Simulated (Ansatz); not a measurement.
**BeBr+ (triplet): the correlation ladder at distance Br1–Be2 = 2.471 Å, cc-pVDZ**

Aim: climb from Hartree-Fock through coupled cluster and multireference methods for BeBr+ (triplet) at one geometry and basis, and see what each rung misses.

Computed with Ansatz 0.2.0, Gaussian basis. Level: cc-pVDZ, core rule «outside noble gas», up to 15 orbitals frozen.

The runs, in order: UHF; CCSD(T) on ROHF; CCSD(T) on UHF; BCCD(T) on ROHF; CISD; CCSDT(Q) on ROHF; CCSDT(Q) on UHF; CASSCF and MRCISD+Q, 4 electrons in 4 orbitals; CASSCF and NEVPT2, 4 electrons in 4 orbitals.

39 further runs of the same task are left out: 22 for a known fault of the program, 13 that didn't finish, 4 set aside as unsound or not needed.

## (1) The system

The geometry derives from a PBE0/def2-TZVP stationary point (not a proven minimum). One bond is set to the value named and the two fragments are kept rigid. No spin-orbit coupling is included. The filled d shell of Br may be among the frozen orbitals whatever the setting's name suggests; the logs give the count.

2 atoms, charge 1, spin multiplicity 3.

Atoms are counted from 1 here; the program's logs count them from 0.

Bond lengths: Br1–Be2 2.471 Å.

## (2) UHF

Contents of in.yaml:

```yaml
crystal:
  periodic: [false, false, false]
  atoms:
    - {symbol: Br, position_ang: [0.000000, 0.000000, 0.000000]}
    - {symbol: Be, position_ang: [0.000000, 0.000000, 2.471000]}
basis:
  gaussian: {orbitals: cc-pVDZ}
total_charge: 1
magnetization: {spin_polarized: true, initial_magnetization: 2}
hamiltonian: {xc: hf}
output: {orbitals: {seedname: orbitals}}
```

The run is started by

```bash
$ ansatz run in.yaml --threads 1 --pin off --events-out ev --progress --plain --max-ram 2393MiB
```

Further steps of the session: CCSD(T) on ROHF; CCSD(T) on UHF; BCCD(T) on ROHF; CISD; CCSDT(Q) on ROHF; CCSDT(Q) on UHF; CASSCF and MRCISD+Q, 4 electrons in 4 orbitals; CASSCF and NEVPT2, 4 electrons in 4 orbitals.

Q: Predict the results of all the runs planned. Wanted: UCCSDT(Q) below the RHF energy; RMP2 from UCCSDT(Q); UMP2 from UCCSDT(Q); RCCSD from UCCSDT(Q); RCCSD(T) from UCCSDT(Q); UCCSD(T) from UCCSDT(Q); RCCSDT(Q) from UCCSDT(Q); T1 diagnostic.

**Answer**, as computed:

```
                         quantity                                                   value
   UCCSDT(Q) below the RHF energy                                              -3.3805 eV
              RMP2 from UCCSDT(Q)                                              +526.9 meV
              UMP2 from UCCSDT(Q)                                              +534.6 meV
             RCCSD from UCCSDT(Q)                                               +79.2 meV
          RCCSD(T) from UCCSDT(Q)                                               +19.8 meV
          UCCSD(T) from UCCSDT(Q)                                               +16.9 meV
         RCCSDT(Q) from UCCSDT(Q)                                                +2.8 meV
levels within 1 kcal/mol (43 meV)  RCCSD(T), UCCSD(T), BCCD(T), RCCSDT, UCCSDT, RCCSDT(Q)
                    T1 diagnostic                                                   0.020
```

RCCSD(T) misses by +19.8 meV, 0.6 % of the correlation energy. These misses are within one basis, not against nature; the frozen cores of restricted and unrestricted runs differ, which can shift their rows.
